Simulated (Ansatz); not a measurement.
# ReP2: LAPW beside PAW

The same cell of ReP2 is computed with LAPW, all electrons, frozen-core PAW and datasets made for this crystal, to set the results side by side. The cell is first relaxed from a guess with PAW; it needn't be the stable phase of this composition.

Program: Ansatz 0.2.0. Level of theory: DFT PBE, scalar-relativistic. These are calculated values, not measurements.

**1. The structure to begin with**

The structure is cubic, space group Fm-3m (No. 225). The conventional cell has a = 5.547 Å, b = 5.547 Å, c = 5.547 Å, α = 90.00°, β = 90.00°, γ = 90.00°. Re (site symmetry m-3m) is surrounded by 8 P at 2.40 Å. Around P (site symmetry -43m) lie 4 Re at 2.40 Å.

As a file:

```xyz
3
Lattice="0.0000 2.7734 2.7734 2.7734 0.0000 2.7734 2.7734 2.7734 0.0000" Properties=species:S:1:pos:R:3 pbc="T T T"
Re    0.0000    0.0000    0.0000
P     1.3867    1.3867    1.3867
P     4.1600    4.1600    4.1600
```

Atoms are numbered in the order of the input: Re1, P2, P3.

**2. Relaxing the guess with PAW**

The input, input.yaml:

```yaml
crystal:
  lattice:
    - [0.0, 2.7733590592, 2.7733590592]
    - [2.7733590592, 0.0, 2.7733590592]
    - [2.7733590592, 2.7733590592, 0.0]
  atoms:
    - { symbol: Re, position: [0.0, 0.0, 0.0] }
    - { symbol: P, position: [0.25, 0.25, 0.25] }
    - { symbol: P, position: [0.75, 0.75, 0.75] }
kpoints:
  mp_grid: { grid: [11, 11, 11] }
scf:
  occupations: { method: fermi_dirac, width: 0.03 }
hamiltonian:
  xc: pbe
  pseudopotentials: { kind: paw }
output:
  forces: true
  stress: true
relax:
  f_tol: 0.005
  max_steps: 80
  cell: {}
```

The run is started by

```bash
$ ansatz run input.yaml --threads 1 --pin off --max-ram 3072MiB --backend cpu --events-out ev --progress --plain --runs-dir out
```

Further steps of the session: LAPW, all electrons; Frozen-core PAW; Datasets made for this crystal.

Q: Predict the outcome of this session. Wanted: pressure; gap; Bader charges; highest ELF.

**Answer**, as computed:

| quantity | value |
| --- | --- |
| pressure | LAPW 0.02, PAW 0.00, crystal datasets 0.02 GPa |
| gap (LAPW) | none |
| Bader charges (PAW) | Re1 +0.40, P2 -0.20 e |
| highest ELF (PAW) | 0.87, 0.83 Å from P |

The pressure is within half a GPa of zero, so the volume is close to equilibrium at this level. The count of 65 electrons in bands leaves a band partly filled, so there is no gap. Re 5d carries the largest share, 59 %, of the projected states within 0.3 eV of the Fermi level. The projection holds only the free atom's occupied shells (Re 6s, Re 5d, P 3s, P 3p in this range). PAW lies -0.02 GPa from LAPW in pressure. Spin-orbit coupling is left out, though the cell holds Re; in elements this heavy it can shift bands and gaps by tenths of an eV.
